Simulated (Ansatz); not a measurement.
Consider a ranking of structure types by relaxed energy of Pt on several prototypes (Ansatz 0.2.0 through its Python package).

The script, `run_prototypes.py`:
```python
'''Relaxed energies of Pt in several structure types.'''

import csv
import warnings

import ansatz
import numpy as np
import spglib

params = {
    'cutoff': 530,
    'functional': 'r2SCAN',
    'k_spacing': 0.16,
    'filling': 'fermi_dirac',
    'width_ev': 0.05,
}


def diamond(a_site, a):
    return (
        ansatz.Lattice.fcc(a)
        .space_group(227, origin_choice=1)
        .atom(a_site, (0, 0, 0))
        .primitive()
    )


def hcp(A, a):
    return (
        ansatz.Lattice.from_parameters(a, a, 1.633 * a, alpha=90, beta=90, gamma=120)
        .space_group(194)
        .atom(A, (1 / 3, 2 / 3, 0.25))
    )


def fcc(A, a):
    return (
        ansatz.Lattice.fcc(a)
        .space_group(225)
        .atom(A, (0, 0, 0))
        .primitive()
    )


def bcc(A, a):
    return (
        ansatz.Lattice.bcc(a)
        .space_group(229)
        .atom(A, (0, 0, 0))
        .primitive()
    )


def compute(name, crystal, relax=True):
    calc = (
        crystal.calculation()
        .basis(params['cutoff'])
        .functional(params['functional'])
        .kpoints(spacing=params['k_spacing'])
        .occupations(params['filling'], width=params['width_ev'])
        .stress()
        .band_table()
    )
    if relax:
        calc = calc.relax(force_tolerance=0.01, max_steps=40, cell=True)
    return calc.run()

def bulk_modulus(name, outcome, step=0.02):
    # B = -V dP/dV from the pressures of two uniformly scaled cells, atoms held at their fractions
    pressure = []
    for factor in (1 - step, 1.0, 1 + step):
        cell = ansatz.Crystal(lattice=ansatz.Lattice.of(outcome.lattice.cell_ang * factor ** (1 / 3)))
        for site in outcome.report['lattice']['sites']:
            cell = cell.atom(site['symbol'], site['position_frac'])
        pressure.append(np.trace(compute(name, cell, relax=False).report['stress_gpa']) / 3)
    slope, bend = (pressure[0] - pressure[2]) / (2 * step), abs(pressure[0] + pressure[2] - 2 * pressure[1])
    # a jump of mesh or basis between the cells shows as a kink: no modulus then
    return float(slope) if bend < 12 * step**2 * abs(slope) + 0.15 and abs(pressure[1]) < 1.5 else float('nan')


def volume_per_atom(outcome):
    return abs(np.linalg.det(outcome.lattice.cell_ang)) / len(outcome.lattice.sites)


def space_group(outcome):
    sites = outcome.report['lattice']['sites']
    kinds = sorted({site['symbol'] for site in sites})
    cell = (outcome.lattice.cell_ang, [site['position_frac'] for site in sites], [kinds.index(site['symbol']) for site in sites])
    return spglib.get_spacegroup(cell, symprec=0.01)

# starting lattice constants are rough guesses; the relaxation finds the rest
warnings.simplefilter('ignore', ansatz.DeckWarning)

phases = {}
phases['diamond'] = diamond('Pt', 5.39)
phases['hcp'] = hcp('Pt', 2.77)
phases['fcc'] = fcc('Pt', 3.92)
phases['bcc'] = bcc('Pt', 3.11)

done = {}
for name, crystal in phases.items():
    done[name] = compute(name, crystal)
    print(f'{name}: {done[name].report["energy_sigma0_ev"]:.4f} eV, {len(done[name].lattice.sites)} atoms')

energy = {name: o.report['energy_sigma0_ev'] / len(o.lattice.sites) for name, o in done.items()}
lowest = min(energy.values())
rows = [(name, len(o.lattice.sites), 1000 * (energy[name] - lowest), volume_per_atom(o), space_group(o), bulk_modulus(name, o)) for name, o in done.items()]
rows.sort(key=lambda row: row[2])
with open('prototypes.csv', 'w', newline='') as handle:
    writer = csv.writer(handle)
    writer.writerow(['phase', 'atoms', 'dE (meV/atom)', 'V (A^3/atom)', 'space group', 'B (GPa)'])
    writer.writerows([round(v, 4) if isinstance(v, float) else v for v in row] for row in rows)
print(open('prototypes.csv').read())
```

Which of these structures comes out lowest, and how far apart are they?

By space group at the end of each run: Fm-3m (+0 meV an atom, 15.3 Å³), P6_3/mmc (+56 meV an atom, 15.4 Å³), Im-3m (+83 meV an atom, 15.5 Å³) and Fd-3m (+1127 meV an atom, 23.4 Å³).

What the script printed:

Output of `python run_prototypes.py`:
```text
diamond: -25071.3141 eV, 2 atoms
hcp: -25073.4561 eV, 2 atoms
fcc: -12536.7837 eV, 1 atoms
bcc: -12536.7012 eV, 1 atoms
phase,atoms,dE (meV/atom),V (A^3/atom),space group,B (GPa)
fcc,1,0.0,15.2961,Fm-3m (225),271.8031
hcp,2,55.7018,15.4073,P6_3/mmc (194),267.3908
bcc,1,82.5183,15.466,Im-3m (229),260.3323
diamond,2,1126.6614,23.3915,Fd-3m (227),130.4719
```

What to keep in mind:
- Absolute energies stand on the zero of these potentials, so only differences at equal settings mean something.
- Pressure is positive in compression.
- Spin-orbit coupling, which matters for elements this heavy, is left out.
- The cells are built on prototypes, so most aren't the phase found in nature. Rows bear the name of their start, and a relaxation keeps or raises the symmetry. Differences under 10 to 15 meV an atom lie within the error of mesh and functional.
- Wall time of the script: 5.6 min on 1 thread of Arm Neoverse V1, with other jobs on the host, peak memory 0.58 GiB.
